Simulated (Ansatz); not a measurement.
Predict the output of the script below (Ansatz 0.2.0 through its Python package).

Input file `c2h5clssi.xyz`:
```text
10

Si   -1.34460   -1.00020   -0.09660
C     0.30770   -0.17050   -0.12640
Cl    1.62060   -1.12050   -0.75890
C     0.56680    1.10010    0.32060
S     2.00520    1.93150    0.34950
H    -2.38170    0.02230    0.44620
H    -1.78020   -1.31280   -1.48480
H    -1.34930   -2.15630    0.73500
H    -0.34800    1.67800    0.74500
H     2.78650    0.97720   -0.12670
```

Script `freq.py`:
```python
# -*- coding: utf-8 -*-
import ansatz
import numpy as np

BASIS_SET = "def2-SVP"
XC = "b3lyp"
VDW = "d4"


def main():
    c2h5clssi = ansatz.Crystal.molecule_from_extxyz("c2h5clssi.xyz")

    setup = c2h5clssi.calculation()
    setup = setup.basis(gaussian=BASIS_SET).functional(XC, dispersion=VDW)
    symbols = [site.symbol for site in c2h5clssi.cartesian_sites]
    start = np.array([site.position_ang for site in c2h5clssi.cartesian_sites], dtype=float)
    def progress(event):
        if event["event"] == "relax_step":
            row = event["data"]
            print(f"step {row['step']:3d}  E = {row['lagrangian_ev']:.6f} eV  largest force component {row['allowed_force_max_ev_ang']:.4f} eV/A")


    rep = setup.relax(force_tolerance=0.003).session().plan().execute(on_event=progress).report
    end = np.array(rep["positions_ang"])

    print("final positions (A) and the move of each atom")
    for symbol, xyz, old in zip(symbols, end, start):
        print(f"{symbol:2s} {xyz[0]:10.5f} {xyz[1]:10.5f} {xyz[2]:10.5f}   {np.linalg.norm(xyz - old):7.4f}")

    minimum = ansatz.Crystal.molecule()
    for symbol, place in zip(symbols, end):
        minimum = minimum.atom(symbol, place.tolist())
    vibrating = (
        minimum.calculation()
        .basis(gaussian=BASIS_SET)
        .functional(XC, dispersion=VDW)
        .phonons(temperatures=(298.15, 498.15, 100))
    )
    vib = vibrating.run().report["vibrations"]
    sums = vib["harmonic_sums"]
    modes = [m["omega_inv_cm"] for m in sums["modes_at_gamma"] if m["rigid_motion"] == "no"]
    print("frequencies (1/cm):", " ".join(f"{w:.0f}" for w in modes))
    print("imaginary modes:", sum(w < 0 for w in modes), " zero-point energy:", round(sums["zero_point_energy_ev"], 4), "eV")
    print("T (K)   F_vib (eV)   S_vib (meV/K)   C_vib (meV/K)")
    for row in zip(sums["temperatures_k"], sums["vibrational_free_energy_ev"], vib["entropy_ev_per_k"], vib["heat_capacity_ev_per_k"]):
        print(f"{row[0]:6.1f} {row[1]:11.4f} {1000 * row[2]:13.4f} {1000 * row[3]:15.4f}")

    heavier = vibrating.phonons(masses={"H": 2.014102}).run().report["vibrations"]["harmonic_sums"]
    print("deuterated (1/cm):", " ".join(f"{m['omega_inv_cm']:.0f}" for m in heavier["modes_at_gamma"] if m["rigid_motion"] == "no"))
    print("zero-point energy falls by", round(sums["zero_point_energy_ev"] - heavier["zero_point_energy_ev"], 4), "eV")


if __name__ == "__main__":
    main()
```

`python freq.py` gives:
```text
step   1  E = -33380.665552 eV  largest force component 3.6416 eV/A
step   2  E = -33380.910773 eV  largest force component 1.7079 eV/A
step   3  E = -33380.958638 eV  largest force component 0.2905 eV/A
step   4  E = -33380.961407 eV  largest force component 0.1701 eV/A
step   5  E = -33380.961803 eV  largest force component 0.1523 eV/A
step   6  E = -33380.967462 eV  largest force component 0.0216 eV/A
step   7  E = -33380.967420 eV  largest force component 0.0319 eV/A
step   8  E = -33380.967524 eV  largest force component 0.0033 eV/A
step   9  E = -33380.967541 eV  largest force component 0.0019 eV/A
final positions (A) and the move of each atom
Si   -1.39210   -0.97117   -0.10720    0.0567
C     0.29377   -0.15176   -0.11166    0.0276
Cl    1.60083   -1.15448   -0.75298    0.0398
C     0.54193    1.09823    0.32766    0.0259
S     2.04664    1.98847    0.38572    0.0792
H    -2.37039    0.00307    0.45712    0.0248
H    -1.78780   -1.34469   -1.49453    0.0342
H    -1.36376   -2.20559    0.72720    0.0520
H    -0.29997    1.68063    0.71611    0.0561
H     2.81386    1.00608   -0.14453    0.0436
frequencies (1/cm): 124 165 177 201 297 360 446 559 652 676 794 849 890 938 939 964 1000 1265 1621 2226 2231 2235 2657 3178
imaginary modes: 0  zero-point energy: 1.5774 eV
T (K)   F_vib (eV)   S_vib (meV/K)   C_vib (meV/K)
 298.1      1.4936        0.6767          0.8117
 398.1      1.4126        0.9421          1.0248
 498.1      1.3058        1.1903          1.1896
deuterated (1/cm): 95 148 154 196 221 342 396 486 536 539 670 676 682 687 692 793 912 997 1584 1601 1612 1616 1907 2346
zero-point energy falls by 0.3444 eV
```

Reading the output:
- Total energies depend on the basis set; only differences at equal settings carry meaning.
- The frequencies are harmonic and unscaled, in a modest basis.
- b3lyp holds the VWN-RPA fit, as in Gaussian; the form of ORCA and Turbomole is b3lyp5.
- Wall time of the script: 9.3 min on 1 thread of Arm Neoverse V1 (shared host), peak memory 0.33 GiB.
